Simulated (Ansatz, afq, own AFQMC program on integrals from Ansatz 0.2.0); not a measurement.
**AlGe (sextet): AFQMC on the coupled-cluster ladder, cc-pVTZ**

Aim: compute AlGe (sextet) with auxiliary-field quantum Monte Carlo on the same integrals as coupled cluster, and set the energies side by side.

Program: Ansatz 0.2.0, Gaussian basis, and an in-house AFQMC program (afq) on its integrals; all values are calculated. Level of theory: cc-pVTZ, frozen cores. These are calculated values, not measurements.

The runs, in order: PBE (unrestricted); r2SCAN (unrestricted); CCSD(T) on UHF; PBE0 (unrestricted); B3LYP (unrestricted); CCSDT(Q) on UHF; wB97M-V (unrestricted); B2PLYP (unrestricted); Phaseless AFQMC, CISD trial on UHF.

## Step 1: The geometry

The geometry is a PBE0/def2-TZVP stationary point (not a proven minimum) of the parent state, kept for this charge and spin. No spin-orbit coupling is included. The filled d shell of Ge may be among the frozen orbitals whatever the setting's name suggests; the logs give the count.

2 atoms, charge 0, spin multiplicity 6.

Atoms are counted from 1 here; the program's logs count them from 0.

Bond lengths: Ge1–Al2 2.467 Å.

## Step 2: PBE (unrestricted)

File in.yaml:

```yaml
crystal:
  periodic: [false, false, false]
  atoms:
    - {symbol: Ge, position_ang: [0.000000, 0.000000, 0.000000]}
    - {symbol: Al, position_ang: [0.000000, 0.000000, 2.466944]}
basis:
  gaussian: {orbitals: cc-pVTZ}
magnetization: {spin_polarized: true, initial_magnetization: 5}
hamiltonian: {xc: {name: PBE}}
output: {orbitals: {seedname: orbitals}}
```

Launch:

```
ansatz run in.yaml --threads 1 --pin off --events-out ev --progress --plain --max-ram 5632MiB --backend cpu
```

What it wrote:

```text
Functional definition: PBE
  name "PBE"
  cite "Perdew, Burke & Ernzerhof, Phys. Rev. Lett. 77, 3865 (1996) doi:10.1103/PhysRevLett.77.3865"
  parent pbe
  parameter kappa = 0.804
  parameter beta = 0.06672455060314922
  exchange = pbe_x(kappa = kappa, mu = beta*pi^2/3)
  correlation = pbe_c(beta = beta)
630 factors; their error is unknown
mean field evaluation 1: about -63097.7268 eV, gradient 9.9e0 eV
mean field evaluation 2: about -63097.2279 eV, gradient 9.5e0 eV
mean field evaluation 4: about -63098.2690 eV, gradient 3.8e-1 eV
mean field evaluation 8: about -63098.2627 eV, gradient 6.3e-3 eV
mean field evaluation 16: about -63098.2635 eV, gradient 1.8e-2 eV
mean field -63098.26265218 eV, -2318.8183829289 hartree, gradient 2.1e-5 eV, S^2 8.750994; 1 other end points of the search recorded, 0 dependent functions left out
reference -63098.26268475 eV, -2318.8183841258 hartree; 25, 20 occupied and 52, 57 virtual orbitals, 630 factors
Total energy: -63098.26268475 eV, -2318.8183841258 hartree
```

Wall time 1.7 s (1 thread of AMD EPYC 7R13 (Zen 3), shared host); peak memory 1.6 GiB.

From the report: ⟨S²⟩ of the determinant 8.751 (pure sextet: 8.75).

## Step 3: r2SCAN (unrestricted)

Changes to in.yaml since step 2:

```diff
@@ -8,3 +8,2 @@
 magnetization: {spin_polarized: true, initial_magnetization: 5}
-hamiltonian: {xc: {name: PBE}}
-output: {orbitals: {seedname: orbitals}}
+hamiltonian: {xc: {name: r2SCAN}}
```

Same command.

What it wrote:

```text
Functional definition: r2SCAN
  name "r2SCAN"
  cite "Furness, Kaplan, Ning, Perdew & Sun, J. Phys. Chem. Lett. 11, 8208 (2020) doi:10.1021/acs.jpclett.0c02405"
  cite "Furness, Kaplan, Ning, Perdew & Sun, J. Phys. Chem. Lett. 11, 9248 (2020) doi:10.1021/acs.jpclett.0c03077"
  parent r2scan
  parameter k0 = 0.174
  parameter k1 = 0.065
  parameter a1 = 4.9479
  exchange = r2scan_x(k0 = k0, k1 = k1, a1 = a1)
  correlation = r2scan_c
630 factors; their error is unknown
mean field evaluation 1: about -63109.2720 eV, gradient 7.7e0 eV
mean field evaluation 2: about -63108.9877 eV, gradient 7.6e0 eV
mean field evaluation 4: about -63109.7476 eV, gradient 3.9e-1 eV
mean field evaluation 8: about -63109.7446 eV, gradient 1.4e-2 eV
mean field evaluation 16: about -63109.7097 eV, gradient 1.7e0 eV
mean field -63109.74462576 eV, -2319.2403376752 hartree, gradient 3.1e-5 eV, S^2 8.752551; 3 other end points of the search recorded, 0 dependent functions left out
reference -63109.74463844 eV, -2319.2403381414 hartree; 25, 20 occupied and 52, 57 virtual orbitals, 630 factors
Total energy: -63109.74463844 eV, -2319.2403381414 hartree
```

It took 4.4 s on 1 thread of AMD EPYC 7R13 (Zen 3), shared host; peak memory 1.6 GiB.

From the report: ⟨S²⟩ of the determinant 8.753 (pure sextet: 8.75).

## Step 4: CCSD(T) on UHF

Changes to in.yaml since step 3:

```diff
@@ -8,2 +8,2 @@
 magnetization: {spin_polarized: true, initial_magnetization: 5}
-hamiltonian: {xc: {name: r2SCAN}}
+correlation: {method: ccsd_t, electrons: outside_noble_gas, hamiltonian_folder: ham}
```

Launch:

```
ansatz run in.yaml --threads 1 --pin off --events-out ev --progress --plain --max-ram 16896MiB --backend cuda --devices 0, --max-vram 18GiB
```

What it wrote, shortened:

```text
Functional definition: HF
  name "HF"
  cite "Fock, Z. Phys. 61, 126 (1930) doi:10.1007/BF01340294"
  parent pbe
[...]
510 factors; integrals over basis functions are off by at most 9.2e-4 eV
[...]
mean field -63054.26537409 eV, -2317.2015127818 hartree, gradient 6.9e-6 eV, S^2 8.754327; 6 other end points of the search recorded, 0 dependent functions left out
determinant -63054.26537409 eV, -2317.2015127818 hartree, with singles and doubles -63056.95823792 eV, -2317.3004737021 hartree
determinant -63051.80405453 eV, -2317.1110609561 hartree, with singles and doubles -63054.26412524 eV, -2317.2014668873 hartree
determinant -63051.25632929 eV, -2317.0909324248 hartree, with singles and doubles -63054.12557641 eV, -2317.1963753115 hartree
determinant -63051.15683841 eV, -2317.0872762025 hartree, with singles and doubles -63054.18171644 eV, -2317.1984384198 hartree
19 core orbitals not correlated: weight in the atoms' cores, before any rotation towards them, 1.000 or more for the frozen orbitals, at most 0.000 for the correlated occupied ones
reference -63054.26537409 eV, -2317.2015127818 hartree; 6, 1 occupied and 52, 57 virtual orbitals, 510 factors
second order -2.18298021 eV of doubles, -0.00000000 eV of singles
cycle   1  -2.67490198 eV  change   -1.9e-1 eV  update   1.8e-2
[...]
cycle  10  -2.68950383 eV  change   -1.5e-6 eV  update   3.0e-6
perturbative correction -0.13822821 eV, -0.0050797931 hartree
Total energy: -63057.09310613 eV, -2317.3054300176 hartree
```

It took 8 s on 1 × NVIDIA H100 80GB HBM3 with 1 thread of AMD EPYC 7R13 (Zen 3), shared host; peak host memory 1.6 GiB.

From the report: ⟨S²⟩ of the determinant 8.754 (pure sextet: 8.75); correlation -2.8277 eV; T1 0.028; largest double amplitude 0.07.

This run also writes the integrals to the folder ham.

## Step 5: PBE0 (unrestricted)

Changes to in.yaml since step 4:

```diff
@@ -8,2 +8,3 @@
 magnetization: {spin_polarized: true, initial_magnetization: 5}
-correlation: {method: ccsd_t, electrons: outside_noble_gas, hamiltonian_folder: ham}
+hamiltonian: {xc: {name: PBE0}}
+output: {orbitals: {seedname: orbitals}}
```

Launch:

```
ansatz run in.yaml --threads 1 --pin off --events-out ev --progress --plain --max-ram 5632MiB --backend cpu
```

What it wrote:

```text
Functional definition: PBE0
  name "PBE0"
  cite "Adamo & Barone, J. Chem. Phys. 110, 6158 (1999) doi:10.1063/1.478522"
  cite "Perdew, Burke & Ernzerhof, Phys. Rev. Lett. 77, 3865 (1996) doi:10.1103/PhysRevLett.77.3865"
  parent pbe
  parameter a = 0.25
  parameter kappa = 0.804
  parameter beta = 0.06672455060314922
  exchange = (1 - a)*pbe_x(kappa = kappa, mu = beta*pi^2/3) + a*exact_x
  correlation = pbe_c(beta = beta)
510 factors; integrals over basis functions are off by at most 9.2e-4 eV
mean field evaluation 1: about -63100.0023 eV, gradient 6.6e0 eV
mean field evaluation 2: about -63100.1693 eV, gradient 4.2e0 eV
mean field evaluation 4: about -63100.3768 eV, gradient 2.5e-1 eV
mean field evaluation 8: about -63100.4120 eV, gradient 5.6e-2 eV
mean field evaluation 16: about -63100.4121 eV, gradient 5.4e-5 eV
mean field -63100.41209289 eV, -2318.8973734183 hartree, gradient 6.3e-5 eV, S^2 8.751396; 2 other end points of the search recorded, 0 dependent functions left out
reference -63100.41211745 eV, -2318.8973743207 hartree; 25, 20 occupied and 52, 57 virtual orbitals, 510 factors
Total energy: -63100.41211745 eV, -2318.8973743207 hartree
```

It took 2.8 s on 1 thread of AMD EPYC 7R13 (Zen 3), shared host; peak memory 1.6 GiB.

From the report: ⟨S²⟩ of the determinant 8.751 (pure sextet: 8.75).

## Step 6: B3LYP (unrestricted)

Changes to in.yaml since step 5:

```diff
@@ -8,3 +8,2 @@
 magnetization: {spin_polarized: true, initial_magnetization: 5}
-hamiltonian: {xc: {name: PBE0}}
-output: {orbitals: {seedname: orbitals}}
+hamiltonian: {xc: {name: B3LYP}}
```

The command is unchanged.

What it wrote, shortened:

```text
Functional definition: B3LYP
  name "B3LYP"
  cite "Stephens, Devlin, Chabalowski & Frisch, J. Phys. Chem. 98, 11623 (1994) doi:10.1021/j100096a001"
  cite "Becke, Phys. Rev. A 38, 3098 (1988) doi:10.1103/PhysRevA.38.3098"
  cite "Lee, Yang & Parr, Phys. Rev. B 37, 785 (1988) doi:10.1103/PhysRevB.37.785"
  cite "Vosko, Wilk & Nusair, Can. J. Phys. 58, 1200 (1980) doi:10.1139/p80-159"
[...]
510 factors; integrals over basis functions are off by at most 9.2e-4 eV
[...]
mean field -63111.98296160 eV, -2319.3225950002 hartree, gradient 3.4e-5 eV, S^2 8.750943; 2 other end points of the search recorded, 0 dependent functions left out
reference -63111.98314027 eV, -2319.3226015665 hartree; 25, 20 occupied and 52, 57 virtual orbitals, 510 factors
Total energy: -63111.98314027 eV, -2319.3226015665 hartree
```

Run time: 3.5 s. Hardware: 1 thread of AMD EPYC 7R13 (Zen 3), shared host; peak memory 1.6 GiB.

From the report: ⟨S²⟩ of the determinant 8.751 (pure sextet: 8.75).

## Step 7: CCSDT(Q) on UHF

Changes to in.yaml since step 6:

```diff
@@ -8,2 +8,2 @@
 magnetization: {spin_polarized: true, initial_magnetization: 5}
-hamiltonian: {xc: {name: B3LYP}}
+correlation: {method: ccsdt_q, electrons: outside_noble_gas}
```

Launch:

```
ansatz run in.yaml --threads 1 --pin off --events-out ev --progress --plain --max-ram 16896MiB --backend cuda --devices 0, --max-vram 18GiB
```

What it wrote, shortened:

```text
Functional definition: HF
  name "HF"
  cite "Fock, Z. Phys. 61, 126 (1930) doi:10.1007/BF01340294"
  parent pbe
[...]
835 factors; integrals over basis functions are off by at most 2.5e-7 eV
[...]
mean field -63054.26538723 eV, -2317.2015132646 hartree, gradient 2.6e-6 eV, S^2 8.754327; 5 other end points of the search recorded, 0 dependent functions left out
determinant -63054.26538723 eV, -2317.2015132646 hartree, with singles and doubles -63056.95825338 eV, -2317.3004742704 hartree
determinant -63051.80409431 eV, -2317.1110624181 hartree, with singles and doubles -63054.26415886 eV, -2317.2014681226 hartree
determinant -63051.25638000 eV, -2317.0909342886 hartree, with singles and doubles -63054.12561113 eV, -2317.1963765875 hartree
determinant -63051.15686418 eV, -2317.0872771495 hartree, with singles and doubles -63054.18176931 eV, -2317.1984403628 hartree
19 core orbitals not correlated: weight in the atoms' cores, before any rotation towards them, 1.000 or more for the frozen orbitals, at most 0.000 for the correlated occupied ones
reference -63054.26538723 eV, -2317.2015132646 hartree; 6, 1 occupied and 52, 57 virtual orbitals, 835 factors
second order -2.18298301 eV of doubles, -0.00000000 eV of singles
cycle   1  -2.53039244 eV  change   -3.5e-1 eV  update   7.0e-2
[...]
cycle  16  -2.85784964 eV  change    3.0e-8 eV  update   3.6e-7
perturbative correction -0.00743407 eV, -0.0002731969 hartree
Total energy: -63057.13067094 eV, -2317.3068104988 hartree
```

It took 10 s on 1 × NVIDIA H100 80GB HBM3 with 1 thread of AMD EPYC 7R13 (Zen 3), shared host; peak host memory 1.6 GiB.

From the report: ⟨S²⟩ of the determinant 8.754 (pure sextet: 8.75); correlation -2.8653 eV; T1 0.030; largest double amplitude 0.08.

## Step 8: wB97M-V (unrestricted)

Changes to in.yaml since step 7:

```diff
@@ -8,2 +8,3 @@
 magnetization: {spin_polarized: true, initial_magnetization: 5}
-correlation: {method: ccsdt_q, electrons: outside_noble_gas}
+hamiltonian: {xc: {name: wB97M-V}}
+output: {orbitals: {seedname: orbitals}}
```

Launch:

```
ansatz run in.yaml --threads 1 --pin off --events-out ev --progress --plain --max-ram 5632MiB --backend cpu
```

What it wrote, shortened:

```text
Functional definition: wB97M-V
  name "wB97M-V"
  cite "Mardirossian & Head-Gordon, J. Chem. Phys. 144, 214110 (2016) doi:10.1063/1.4952647"
  cite "Becke, J. Chem. Phys. 107, 8554 (1997) doi:10.1063/1.475007"
  cite "Vydrov & Van Voorhis, J. Chem. Phys. 133, 244103 (2010) doi:10.1063/1.3521275"
  # Of w^i u^j: cxij and so on, Table III.
[...]
  gx(w, u) = 1 - cx + cx01*u + cx10*w
  gss(w, u) = css00 + css04*u^4 + css10*w + css20*w^2 + css43*w^4*u^3
  gos(w, u) = cos00 + cos10*w + (cos20 + cos21*u)*w^2 + (cos60 + cos61*u)*w^6
[...]
      + integral(e_c_pw_mod_opposite_spin*gos(b97_w_opposite, b97_u_opposite)) + vv10(b, c)
510 factors; integrals over basis functions are off by at most 9.2e-4 eV
134 factors; integrals over basis functions are off by at most 1.0e-4 eV
[...]
mean field -63106.59322673 eV, -2319.1245258971 hartree, gradient 3.1e-5 eV, S^2 8.751069; 0 other end points of the search recorded, 0 dependent functions left out
reference -63106.59325520 eV, -2319.1245269435 hartree; 25, 20 occupied and 52, 57 virtual orbitals, 510 factors
Total energy: -63106.59325520 eV, -2319.1245269435 hartree
```

It took 9 s on 1 thread of AMD EPYC 7R13 (Zen 3), shared host; peak memory 1.6 GiB.

From the report: ⟨S²⟩ of the determinant 8.751 (pure sextet: 8.75).

## Step 9: B2PLYP (unrestricted)

Changes to in.yaml since step 8:

```diff
@@ -8,3 +8,3 @@
 magnetization: {spin_polarized: true, initial_magnetization: 5}
-hamiltonian: {xc: {name: wB97M-V}}
-output: {orbitals: {seedname: orbitals}}
+hamiltonian: {xc: {name: B2PLYP}}
+correlation: {electrons: outside_noble_gas}
```

The command is unchanged.

What it wrote, shortened:

```text
Functional definition: B2PLYP
  name "B2PLYP"
  cite "Grimme, J. Chem. Phys. 124, 034108 (2006) doi:10.1063/1.2148954"
  cite "Becke, Phys. Rev. A 38, 3098 (1988) doi:10.1103/PhysRevA.38.3098"
  cite "Lee, Yang & Parr, Phys. Rev. B 37, 785 (1988) doi:10.1103/PhysRevB.37.785"
[...]
510 factors; integrals over basis functions are off by at most 9.2e-4 eV
[...]
mean field -63095.17631012 eV, -2318.7049619502 hartree, gradient 6.4e-6 eV, S^2 8.751764; 0 other end points of the search recorded, 0 dependent functions left out
19 core orbitals not correlated: weight in the atoms' cores, before any rotation towards them, 1.000 or more for the frozen orbitals, at most 0.000 for the correlated occupied ones
reference -63095.17642328 eV, -2318.7049661090 hartree; 6, 1 occupied and 52, 57 virtual orbitals, 510 factors
second order -2.89204930 eV of doubles, -0.00000000 eV of singles
Total energy: -63095.95727659 eV, -2318.7336619388 hartree
```

Wall time 2.6 s (1 thread of AMD EPYC 7R13 (Zen 3), shared host); peak memory 1.6 GiB.

From the report: ⟨S²⟩ of the determinant 8.752 (pure sextet: 8.75).

## Step 10: Phaseless AFQMC, CISD trial on UHF

It reads the integrals that the CCSD(T) run on this determinant wrote.

Launch:

```
afq ham --method phaseless --trial cisd --walkers 3000 --populations 20 --least-time 60 --time-step 0.005 --steps-per-block 50 --equilibration-blocks 28 --max-blocks 4000 --target-error 0.00016 --factor-cut 1e-05 --start spin_pure --seed 1849 --release-times 0.24,0.51,0.99,1.62,2.4 --release-step 0.03 --release-every 3 --taylor-order 6
```

What it wrote:

```text
orbitals 58  electrons 6 1  factors 435 of 510
reference energy -2317.20151278 Eh
CCSD correlation -0.09883749 Eh in 11 cycles, weight of the determinant in the CISD state 0.9069
energy of the start -2317.300318 Eh
 block  time / (1/Eh)  mean weight  energy / Eh
     1     0.250  1.0000  -2317.300194
     2     0.500  1.0001  -2317.300766
     3     0.750  0.9999  -2317.301478
     4     1.000  1.0000  -2317.302235
     5     1.250  0.9999  -2317.302857
     6     1.500  0.9999  -2317.303452
     7     1.750  0.9999  -2317.303886
     8     2.000  1.0000  -2317.304277
     9     2.250  0.9999  -2317.304611
    10     2.500  0.9999  -2317.305080
    11     2.750  1.0000  -2317.305001
    16     4.000  1.0001  -2317.305864
    21     5.250  1.0000  -2317.306231
    26     6.500  0.9999  -2317.306726
    31     7.750  1.0000  -2317.306288
    36     9.000  1.0002  -2317.306490
    41    10.250  0.9999  -2317.306104
    46    11.500  1.0000  -2317.306181
    51    12.750  0.9998  -2317.306566
    56    14.000  1.0001  -2317.306289
    61    15.250  0.9998  -2317.305860
    66    16.500  0.9996  -2317.306019
    71    17.750  1.0001  -2317.306185
    76    19.000  1.0001  -2317.306079
    81    20.250  1.0000  -2317.306460
    86    21.500  1.0000  -2317.305981
    91    22.750  1.0002  -2317.305816
    96    24.000  0.9999  -2317.306093
   101    25.250  1.0001  -2317.306934
   106    26.500  1.0002  -2317.306504
   111    27.750  1.0000  -2317.306524
   116    29.000  0.9999  -2317.305914
   121    30.250  1.0001  -2317.306210
   126    31.500  1.0003  -2317.306264
   131    32.750  0.9998  -2317.306326
   136    34.000  1.0001  -2317.305911
   141    35.250  0.9998  -2317.306044
   146    36.500  1.0001  -2317.305662
   151    37.750  0.9999  -2317.306388
   156    39.000  1.0003  -2317.306480
   161    40.250  1.0004  -2317.306153
   166    41.500  0.9999  -2317.306425
   171    42.750  1.0002  -2317.306602
   176    44.000  1.0002  -2317.306179
   181    45.250  1.0000  -2317.305877
   186    46.500  1.0001  -2317.306168
   191    47.750  0.9999  -2317.306351
   196    49.000  0.9999  -2317.306179
   201    50.250  1.0001  -2317.306696
   206    51.500  1.0003  -2317.306329
error from the spread of 20 populations
released: time / (1/Eh)  energy / Eh  error  mean overlap
  0.24  -2317.306321  0.000055  1.0008
  0.51  -2317.307544  0.001145  0.9995
  0.99  -2317.306575  0.000038  0.9976
  1.62  -2317.306300  0.000287  0.9944
  2.40  -2317.306669  0.000059  0.9946
energy -2317.306229 +/- 0.000075 Eh
```

Wall time 3.9 min (1 × NVIDIA H100 80GB HBM3 with 2 threads of AMD EPYC 7R13 (Zen 3), shared host); peak host memory 1.6 GiB.

Energy -63057.1148 ± 0.0020 eV. Caveats: constraint bias not in the error.

## Step 11: AFQMC on the ladder

On the UHF determinant, counted from CCSDT(Q) (a yardstick, not exact):

| level | energy (eV) | from CCSDT(Q) (meV) | statistical error (meV) | time |
| --- | --- | --- | --- | --- |
| HF | -63054.2654 | +2865.3 |  |  |
| MP2 | -63056.4484 | +682.3 |  |  |
| CCSD | -63056.9549 | +175.8 |  |  |
| CCSD(T) | -63057.0931 | +37.6 |  |  |
| CCSDT(Q) | -63057.1307 | 0.0 |  |  |
| Phaseless AFQMC, CISD trial, step 0.005, 3000 walkers | -63057.1148 | +15.8 | 2.0 | 3.9 min |

The functionals' totals stand on their own zeros and serve differences with other points: PBE -63098.263 eV; r2SCAN -63109.745 eV; PBE0 -63100.412 eV; B3LYP -63111.983 eV; wB97M-V -63106.593 eV; B2PLYP -63095.957 eV.

## Step 12: Outcome

```
                                        quantity            value
                    CCSD(T) on UHF from CCSDT(Q)        +37.6 meV
Phaseless AFQMC, CISD trial on UHF from CCSDT(Q)  +15.8 ± 2.0 meV
```

What this shows: On UHF the phaseless walk with the CISD trial lies +15.8 meV from CCSDT(Q), 8 times its error bar. Error bars are statistical and leave out the constraint, the time step and what remains of the start.
